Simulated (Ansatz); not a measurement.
**BH₄NO₂: one species, many methods**

An exercise on one series of results from a longer session: the logs are not shown, and one member is left open.

Method: functionals in def2-TZVPP, the program's frozen cores in correlated methods; program: Ansatz 0.2.0, Gaussian basis.

The runs, in order: LDA (SPW92), PBE-D4, revPBE-D4, BLYP-D4, r2SCAN-D4, B97M-V, PBE0-D4, B3LYP-D4, r2SCANh-D4, r2SCAN0-D4, HSE06-D4, BHLYP-D4, CAM-B3LYP-D4, LC-ωPBE, ωB97X-V, ωB97M-V, B2PLYP, PBE-QIDH; CCSD(T)/def2-SVP; CCSD(T)/def2-TZVPP; CCSD(T)/def2-QZVPP; extrapolation to the limit; RPA on PBE.

### The geometry

All runs share one geometry, relaxed beforehand with PBE0-D4 in a triple-zeta def2 set.

SMILES `NB(O)O`, 8 atoms, charge 0, spin multiplicity 1.

Atoms are counted from 1 here; the program's logs count them from 0.

Bond lengths: N1–B2 1.411 Å, N1–H5 1.002 Å, N1–H6 1.004 Å, B2–O3 1.371 Å, B2–O4 1.379 Å, O3–H7 0.959 Å, O4–H8 0.957 Å. Angles: B2–N1–H5 124.8°, B2–N1–H6 120.9°, H5–N1–H6 114.3°, N1–B2–O3 118.3°, N1–B2–O4 123.9°, O3–B2–O4 117.8°, B2–O3–H7 111.3°, B2–O4–H8 114.5°.

Geometry (Å):

```xyz
8
BH4NO2
N    -0.6486    0.9470    0.0451
B     0.2427   -0.1434   -0.0480
O     1.5448    0.1095   -0.3950
O    -0.1160   -1.4530    0.1903
H    -1.6177    0.8743    0.2888
H    -0.3383    1.8837   -0.1377
H     2.0597   -0.6989   -0.4286
H    -1.0346   -1.5765    0.4294
```

The first run:

Contents of in.yaml:

```yaml
crystal:
  periodic: [false, false, false]
  atoms:
    - {symbol: N, position_ang: [-0.648555, 0.946973, 0.045105]}
    - {symbol: B, position_ang: [0.242658, -0.143432, -0.047959]}
    - {symbol: O, position_ang: [1.544764, 0.109468, -0.395023]}
    - {symbol: O, position_ang: [-0.115953, -1.452990, 0.190292]}
    - {symbol: H, position_ang: [-1.617692, 0.874287, 0.288798]}
    - {symbol: H, position_ang: [-0.338341, 1.883743, -0.137729]}
    - {symbol: H, position_ang: [2.059716, -0.698890, -0.428598]}
    - {symbol: H, position_ang: [-1.034597, -1.576458, 0.429414]}
basis:
  gaussian: {orbitals: def2-TZVPP}
hamiltonian: {xc: lda}
output: {orbitals: {seedname: orbitals}}
```

Started as:

```
> ansatz run in.yaml --threads 2 --pin off --events-out ev --progress --plain --max-ram 32768MiB --backend cpu
```

Steps of the session up to this table: LDA; PBE-D4 (GGA); revPBE-D4 (GGA); BLYP-D4 (GGA); r2SCAN-D4 (meta-GGA); B97M-V (meta-GGA); B3LYP-D4 (hybrid); r2SCANh-D4 (hybrid); r2SCAN0-D4 (hybrid); HSE06-D4 (hybrid); BHLYP-D4 (hybrid); CAM-B3LYP-D4 (range-separated); LC-ωPBE (range-separated); ωB97X-V (range-separated); ωB97M-V (range-separated); B2PLYP (double hybrid); PBE-QIDH (double hybrid).

One table of the session follows, with a row left open; its other results are not shown here.

It belongs to the step «Orbital energies across the functionals». 

```
  functional  HOMO (eV)  LUMO (eV)  gap (eV)
 LDA (SPW92)      -6.26      -0.37      5.89
      PBE-D4      -6.07      -0.25      5.82
   revPBE-D4      -6.01      -0.19      5.82
     BLYP-D4          ?          ?         ?
   r2SCAN-D4      -6.40       0.52      6.93
      B97M-V      -6.47      -0.01      6.47
     PBE0-D4      -7.59       0.57      8.17
    B3LYP-D4      -7.34       0.18      7.52
  r2SCANh-D4      -6.97       0.75      7.72
  r2SCAN0-D4      -7.83       1.08      8.91
    HSE06-D4      -7.18       0.21      7.39
    BHLYP-D4      -9.03       1.11     10.14
CAM-B3LYP-D4      -9.08       1.26     10.34
     LC-ωPBE     -10.51       2.62     13.13
     ωB97X-V     -10.11       2.40     12.51
     ωB97M-V     -10.01       1.91     11.92
```

Q: Estimate the row for BLYP-D4 from the others.

Worked estimate for «HOMO (eV)». Against the share of exact exchange, B3LYP-D4 (0.2, -7.34), BHLYP-D4 (0.5, -9.03) give a slope of -5.63 per unit share; at 0 the line stands at -6.21.

As computed: HOMO (eV): -5.97; LUMO (eV): -0.32; gap (eV): 5.64. In «HOMO (eV)» the line misses by -0.24.
